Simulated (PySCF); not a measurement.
**TiF: from the state search to spectroscopic constants**

One table from this session's results is given with a row withheld; the runs are named, their logs left out.

Method: Ti x2c-TZVPPall, F x2c-TZVPPall, spin-free X2C with a Gaussian nucleus; program: PySCF 2.14.0.

The first run:

The job is set up so:

```yaml
atoms: Ti, F
charge: 0
basis: Ti x2c-TZVPPall, F x2c-TZVPPall
Hamiltonian: spin-free X2C with a Gaussian nucleus
basis_functions: 95
electrons_treated: 31
masses_in_u: 47.9479, 18.9984
levels: PBE0, PBE, r²SCAN, B97-3, BHandHLYP, TPSSh, B2PLYP, HSE06, HF, MP2, SCS-MP2
grid: 80 radial by 434 angular points
occupations: held fixed by the projection of orbital angular momentum
dissociation_limit: Ti + F, each in its ground configuration
starting_distance_in_angstrom: 1.880
values_of_2S_to_try: 1, 3, 5
```

Launch:

```
OMP_NUM_THREADS=1 python dia.py task.json out
```

Steps of the session up to this table: Input; The PBE0 curve of the state that the search chose; Other states along the same grid; PBE (GGA); r²SCAN (meta-GGA); B97-3 (global hybrid GGA); BHandHLYP; TPSSh; B2PLYP (double hybrid); HSE06 (range-separated hybrid); UHF (mean field).

One table of the session follows, with a row left open; its other results are not shown here.

Energy (eV) from each level's lowest point:

| R (Å) | UHF | UHF-MP2 | UHF-SCS-MP2 | PBE | r²SCAN |
| --- | --- | --- | --- | --- | --- |
| 1.526 | 1.701 | 1.264 | 1.383 | 1.173 | 1.188 |
| 1.597 | 0.857 | 0.569 | 0.647 | 0.513 | 0.520 |
| 1.668 | 0.350 | 0.183 | 0.226 | 0.156 | 0.157 |
| 1.721 | ? | ? | ? | ? | ? |
| 1.774 | 0.025 | 0.000 | 0.000 | 0.000 | 0.000 |
| 1.827 | 0.000 | 0.029 | 0.011 | 0.037 | 0.038 |
| 1.898 | 0.062 | 0.149 | 0.112 | 0.164 | 0.169 |
| 1.987 | 0.248 | 0.389 | 0.331 | 0.404 | 0.416 |
| 2.093 | 0.566 | 0.753 | 0.676 | 0.759 | 0.780 |
| 2.235 | 1.070 | 1.295 | 1.200 | 1.276 | 1.309 |

Q: Estimate the row for R (Å) = 1.721 from the others.

Worked estimate for «UHF». A straight line through the neighbours (1.668, 0.350) and (1.774, 0.025) gives 0.350 + (0.025 − 0.350) × (1.721 − 1.668) / (1.774 − 1.668) = 0.187; a parabola fitted to 4 rows on both sides gives 0.129.

As computed: UHF: 0.134; UHF-MP2: 0.044; UHF-SCS-MP2: 0.064; PBE: 0.032; r²SCAN: 0.032. In «UHF» the line misses by +0.053 and the parabola by -0.005.

Limits of these values: Lowest PBE0 solution found, without spin–orbit coupling: ⁴Σ⁻ (quartet), unpaired electrons σ ↑, δ ↑↑. The state is the lowest single determinant that the PBE0 search found; with open d or f shells the true ground state can be another one.
